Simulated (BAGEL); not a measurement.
# quartet SiClF2: levels of theory compared

We compute a comparison of 3 runs (UHF/STO-3G, UHF/3-21G, UHF/6-31G*) of quartet SiClF2. 

The results are computed with BAGEL 1.2.2.

19 further runs of the same task are left out: 19 set aside as unsound or not needed.

**1. Starting point**

SiClF2: 4 atoms, total charge 0, spin state quartet. As SMILES of the parent species, `F[Si](F)Cl`. The coordinates come from a PBE0-D4/def2-TZVP relaxation. That shape belongs to the parent species and isn't relaxed for this state.

Bond lengths: F1–Si2 1.585 Å, Si2–F3 1.585 Å, Si2–Cl4 2.036 Å. Angles: F1–Si2–F3 107.0°, F1–Si2–Cl4 108.9°, F3–Si2–Cl4 108.9°.

**2. The energy at UHF/STO-3G (density fitting with qzvpp-jkfit) (run 1)**

File hf.json:

```json
{ "bagel" : [

{
  "title" : "molecule",
  "basis" : "sto-3g",
  "df_basis" : "qzvpp-jkfit",
  "angstrom" : true,
  "geometry" : [
    { "atom" : "F", "xyz" : [       1.308200,       0.129000,       0.798000 ] },
    { "atom" : "Si", "xyz" : [       0.221200,      -0.316500,      -0.265700 ] },
    { "atom" : "F", "xyz" : [      -0.871800,      -1.157400,       0.514900 ] },
    { "atom" : "Cl", "xyz" : [      -0.657600,       1.344900,      -1.047300 ] }
  ]
},

{
  "title" : "uhf",
  "nopen" : 3
},

{
  "title" : "print",
  "file" : "orbitals.molden",
  "orbitals" : true
}

]}
```

Run with:

```
$ BAGEL_NUM_THREADS=1 BAGEL hf.json > hf.out
```

What it wrote:

```text
* using 1 threads per process

  ===============================================================
  ===============================================================

  *** Geometry ***

  { "atom" : "F", "xyz" : [      2.472140,      0.243775,      1.508001 ] },
  { "atom" : "Si", "xyz" : [      0.418007,     -0.598098,     -0.502100 ] },
  { "atom" : "F", "xyz" : [     -1.647463,     -2.187169,      0.973020 ] },
  { "atom" : "Cl", "xyz" : [     -1.242684,      2.541493,     -1.979110 ] },

  Number of auxiliary basis functions:      410

  Since a DF basis is specified, we compute 2- and 3-index integrals:
    o Being stored without compression. Storage requirement is 0.003 GB

  Number of basis functions:       28
  Number of electrons      :       49

    * METHOD: MOLECULE                             0.11

  *** Open-shell HF ***

  === Nuclear Repulsion ===
   217.5992999081

      * DIIS with orbital gradients will be used.

  === UHF iteration (sto-3g) ===
      0       -935.81484532          0.02423746           0.03
      1       -935.88695022          0.00668038           0.03
      2       -935.90086566          0.00373734           0.03
[... 15 lines of this table left out ...]
     18       -935.91001217          0.00000001           0.03
    * SCF iteration converged.

    * S^2 (UHF) is 3.7537

    * Permanent dipole moment:
           (    0.205006,    -0.595188,     1.126705) a.u.

    * METHOD: UHF                                  0.64

    * METHOD: PRINT                                0.00

  ===============================================================
```

It took 0.88 s on 1 thread of Arm Neoverse V1, shared host.

**3. A single-point energy at UHF/3-21G (density fitting with qzvpp-jkfit) (run 2)**

File input.json:

```json
{ "bagel": [

{
  "title": "molecule",
  "basis": "3-21g",
  "df_basis": "qzvpp-jkfit",
  "angstrom": "true",
  "geometry": [
    { "atom": "F", "xyz": [    1.308200,    0.129000,    0.798000 ] },
    { "atom": "Si", "xyz": [    0.221200,   -0.316500,   -0.265700 ] },
    { "atom": "F", "xyz": [   -0.871800,   -1.157400,    0.514900 ] },
    { "atom": "Cl", "xyz": [   -0.657600,    1.344900,   -1.047300 ] }
  ]
},
{
  "title": "uhf",
  "nopen": 3
},
{
  "title": "print",
  "file": "orbitals.molden",
  "orbitals": "true"
}

]}
```

Run with:

```
$ BAGEL_NUM_THREADS=1 BAGEL input.json > input.out
```

What it wrote:

```text
* using 1 threads per process

  ===============================================================
  ===============================================================

  *** Geometry ***

  { "atom" : "F", "xyz" : [      2.472140,      0.243775,      1.508001 ] },
  { "atom" : "Si", "xyz" : [      0.418007,     -0.598098,     -0.502100 ] },
  { "atom" : "F", "xyz" : [     -1.647463,     -2.187169,      0.973020 ] },
  { "atom" : "Cl", "xyz" : [     -1.242684,      2.541493,     -1.979110 ] },

  Number of auxiliary basis functions:      410

  Since a DF basis is specified, we compute 2- and 3-index integrals:
    o Being stored without compression. Storage requirement is 0.006 GB

  Number of basis functions:       44
  Number of electrons      :       49

    * METHOD: MOLECULE                             0.11

  *** Open-shell HF ***

  === Nuclear Repulsion ===
   217.5992999081

      * DIIS with orbital gradients will be used.

  === UHF iteration (3-21g) ===
      0       -942.04059193          0.06067008           0.05
      1       -942.18848843          0.04060131           0.05
      2       -942.23867292          0.02377823           0.05
[... 37 lines of this table left out ...]
     40       -942.27056126          0.00000001           0.05
    * SCF iteration converged.

    * S^2 (UHF) is 3.7544

    * Permanent dipole moment:
           (    0.390356,    -0.993368,     1.508365) a.u.

    * METHOD: UHF                                  2.16

    * METHOD: PRINT                                0.01

  ===============================================================
```

Run time: 2.4 s. Hardware: 1 thread of Arm Neoverse V1, shared host.

**4. A single-point energy at UHF/6-31G(d) (density fitting with qzvpp-jkfit, spherical functions) (run 3)**

File calc.json:

```json
{ "bagel" : [

{
  "title" : "molecule",
  "basis" : "6-31gs.json",
  "df_basis" : "qzvpp-jkfit",
  "angstrom" : true,
  "geometry" : [
    { "atom" : "F", "xyz" : [       1.308200,       0.129000,       0.798000 ] },
    { "atom" : "Si", "xyz" : [       0.221200,      -0.316500,      -0.265700 ] },
    { "atom" : "F", "xyz" : [      -0.871800,      -1.157400,       0.514900 ] },
    { "atom" : "Cl", "xyz" : [      -0.657600,       1.344900,      -1.047300 ] }
  ]
},

{
  "title" : "uhf",
  "nopen" : 3
},

{
  "title" : "print",
  "file" : "orbitals.molden",
  "orbitals" : true
}

]}
```

The basis set 6-31G* is read from a file made from the Basis Set Exchange's data (not shown).

Run with:

```
$ BAGEL_NUM_THREADS=1 BAGEL calc.json > calc.out
```

What it wrote:

```text
* using 1 threads per process

  ===============================================================
  ===============================================================

  *** Geometry ***

  { "atom" : "F", "xyz" : [      2.472140,      0.243775,      1.508001 ] },
  { "atom" : "Si", "xyz" : [      0.418007,     -0.598098,     -0.502100 ] },
  { "atom" : "F", "xyz" : [     -1.647463,     -2.187169,      0.973020 ] },
  { "atom" : "Cl", "xyz" : [     -1.242684,      2.541493,     -1.979110 ] },

  Number of auxiliary basis functions:      410

  Since a DF basis is specified, we compute 2- and 3-index integrals:
    o Being stored without compression. Storage requirement is 0.013 GB

  Number of basis functions:       64
  Number of electrons      :       49

    * METHOD: MOLECULE                             0.16

  *** Open-shell HF ***

  === Nuclear Repulsion ===
   217.5992999081

      * DIIS with orbital gradients will be used.

  === UHF iteration (6-31gs.json) ===
      0       -946.75255258          0.05136780           0.08
      1       -946.91090363          0.03836834           0.08
      2       -946.98652900          0.02439035           0.08
[... 71 lines of this table left out ...]
     74       -947.05543144          0.00000001           0.08
    * SCF iteration converged.

    * S^2 (UHF) is 3.7591

    * Permanent dipole moment:
           (    0.520170,    -1.152277,     1.233203) a.u.

    * METHOD: UHF                                  5.92

    * METHOD: PRINT                                0.01

  ===============================================================
```

Wall time 6.3 s (1 thread of Arm Neoverse V1, shared host).

**5. The series**

```
run                                                               level  energy (Eh)  dipole moment (D)   ⟨S²⟩  wall time
  1                       UHF/STO-3G (density fitting with qzvpp-jkfit)  -935.910012               3.28  3.754     0.88 s
  2                        UHF/3-21G (density fitting with qzvpp-jkfit)  -942.270561               4.70  3.754      2.4 s
  3  UHF/6-31G* (density fitting with qzvpp-jkfit, spherical functions)  -947.055431               4.49  3.759      6.3 s
```

**6. Summary of results**

| quantity | value |
| --- | --- |
| run 3: total energy | -947.05543 Eh |
| run 3: dipole moment | 4.49 D |
| run 3: ⟨S²⟩ | 3.759 |

The dipole moment (its size) runs from 3.28 D (UHF/STO-3G) to 4.70 D (UHF/3-21G). In run 1 the basis is minimal, so the values are rough. All runs together took 9.6 s, the longest 6.3 s.
